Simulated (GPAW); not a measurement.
Input of a GPAW 26.7.0 run:

run.py

```python
from ase import Atoms
from ase.dft.bandgap import bandgap
from ase.io import write
from ase.units import GPa
from gpaw import GPAW, PW, setup_paths

setup_paths.insert(0, '.')

atoms = Atoms(['Ga', 'Ga', 'Ga', 'Ga', 'Ga', 'Ga'],
              cell=[[-2.9924103506, 2.9924103506, 2.9924103506],
                    [2.9924103506, -2.9924103506, 2.9924103506],
                    [2.9924103506, 2.9924103506, -2.9924103506]],
              scaled_positions=[[0.375, 0.625, 0.75],
                                [0.625, 0.75, 0.375],
                                [0.875, 0.25, 0.125],
                                [0.75, 0.375, 0.625],
                                [0.125, 0.875, 0.25],
                                [0.25, 0.125, 0.875]],
              pbc=True)

calc = GPAW(mode=PW(600),
            xc='PBEsol',
            kpts={'size': (6, 6, 6), 'gamma': True},
            occupations={'name': 'fermi-dirac', 'width': 0.05},
            nbands=22,
            convergence={'density': 1e-05, 'energy': 1e-05},
            maxiter=150,
            txt='gpaw.txt')
atoms.calc = calc
energy = atoms.get_potential_energy()
forces = atoms.get_forces()
stress = atoms.get_stress()
calc.write('gs.gpw')
write('result.traj', atoms)
print(f'Energy: {energy:.6f} eV')
print('Forces (eV/A):')
print(forces.round(4))
print('Stress (GPa):', (stress / GPa).round(3))
print('Fermi level:', round(calc.get_fermi_level(), 4), 'eV')
print(f'Gap: {bandgap(calc)[0]:.4f} eV, direct: {bandgap(calc, direct=True)[0]:.4f} eV')

path = atoms.cell.bandpath('GHNGPH,PN', npoints=60, eps=1e-4)
bs_calc = calc.fixed_density(kpts=path, symmetry='off', nbands=40,
                             convergence={'bands': 'CBM+6.0', 'eigenstates': 1e-6}, txt='bands.txt')
bs = bs_calc.band_structure()
bs.write('bs.json')
print(f'Gap on the path: {bandgap(bs_calc)[0]:.4f} eV')
```

Potentials or basis: PAW data sets generated in the run's folder for this functional, pw.

The run is started by

```sh
$ gpaw-setup -f PBEsol Ga
$ OMP_NUM_THREADS=1 python run.py
```

(1) Estimate the band gap along the path.

(2) Estimate the pressure.

Results:

(1) none (metal or under the smearing width).

(2) -0.1 GPa.
